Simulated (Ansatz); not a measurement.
**ZrO+ (sextet): wave-function methods side by side, def2-TZVPP**

One table from this session's results is given with a row withheld; the runs are named, their logs left out.

Method: def2-TZVPP, core rule «outside noble gas», up to 5 orbitals frozen; program: Ansatz 0.2.0, Gaussian basis.

To be run: UHF; ROHF; CCSD(T) on UHF.

## The system

The geometry is a PBE0/def2-TZVP stationary point (not a proven minimum) of the parent state, kept for this charge and spin. No spin-orbit coupling is included. Elements past krypton take def2 core potentials.

2 atoms, charge 1, spin multiplicity 6.

Atoms are counted from 1 here; the program's logs count them from 0.

Bond lengths: Zr1–O2 1.915 Å.

Geometry (Å):

```
Zr    0.00000    0.00000    0.00000
O     0.00000    0.00000    1.91500
```

The first run:

in.yaml

```yaml
crystal:
  periodic: [false, false, false]
  atoms:
    - {symbol: Zr, position_ang: [0.000000, 0.000000, 0.000000]}
    - {symbol: O, position_ang: [0.000000, 0.000000, 1.915000]}
basis:
  gaussian: {orbitals: def2-TZVPP}
total_charge: 1
magnetization: {spin_polarized: true, initial_magnetization: 5}
hamiltonian: {xc: hf}
output: {orbitals: {seedname: orbitals}}
```

Started as:

```console
> ansatz run in.yaml --threads 1 --pin off --events-out ev --progress --plain --max-ram 3968MiB --backend cpu
```

Steps of the session up to this table: UHF; ROHF; CCSD(T) on UHF.

One table of the session follows, with a row left open; its other results are not shown here.

It belongs to the step «Misses and costs». 

```
  method  from UCCSD(T) (kJ/mol)
    ROHF                       ?
     UHF                  +495.9
    UMP2                   +67.0
   UCCSD                   +10.4
UCCSD(T)                       0
```

Estimate the missing values for ROHF.

The run gave: from UCCSD(T) (kJ/mol): +524.2. In the column «from UCCSD(T) (kJ/mol)» it is the highest.
